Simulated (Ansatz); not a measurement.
Runs of Ansatz 0.2.0 on CsLi2. Symmetry: P-6m2, No. 187, hexagonal system. Conventional cell: a = 3.966 Å, b = 3.966 Å, c = 10.028 Å, α = 90.00°, β = 90.00°, γ = 120.00°. Cs (site symmetry -6m2) has 6 Cs at 3.97 Å and 6 Li at 4.18 Å as nearest neighbours. Li (site symmetry 3m) is surrounded by 1 Li at 3.04 Å. The cell was built by a generator and needn't be a form met in nature.

```tsv
task	level	cell	k mesh	points for each segment of the path	gap on the mesh (eV)	pressure (GPa)	relaxed volume (Å³/atom)	largest force (eV/Å)
relaxation of cell and atoms	BLYP	relaxed	8 × 8 × 3	-	none	0.0	52.25	-
relaxation of cell and atoms	PBEsol	relaxed	8 × 8 × 3	-	none	0.0	41.46	-
relaxation of cell and atoms	revPBE	relaxed	8 × 8 × 3	-	none	0.0	(b)	0.01
band structure	PBEsol	as given	6 × 6 × 3	14	none	(a)	-	0.01
relaxation of cell and atoms	LDA	relaxed	8 × 8 × 3	-	none	0.0	37.47	-
relaxation of cell and atoms	RPBE	relaxed	8 × 8 × 3	-	none	0.0	50.66	-
```

Alike in all rows: potentials or basis Ansatz PAW; no spin polarisation; cutoff (eV) 420; smearing fermi-dirac 0.05 eV.

Problem. Fill in the values left out.

Solution. (a) -0.3; (b) 49.80.

Caveats: the PAW data sets come from PBE, with cores solved anew for the run's functional, which leaves a small shift of forces and pressure; the plane-wave basis is chosen anew once the cell has moved, so the energies of steps on either side of that aren't comparable (some runs); spin-orbit coupling is left out, which moves the levels of the heavy elements (some runs); the volume moved by over 15 % at a fixed basis, so the end points are rough (some runs).

A k mesh can miss the band edges, and the runs leave out spin-orbit coupling on Cs.

A gap of «none» marks a metal or a gap under the smearing width.

Runs at the PBE level aren't shown here.
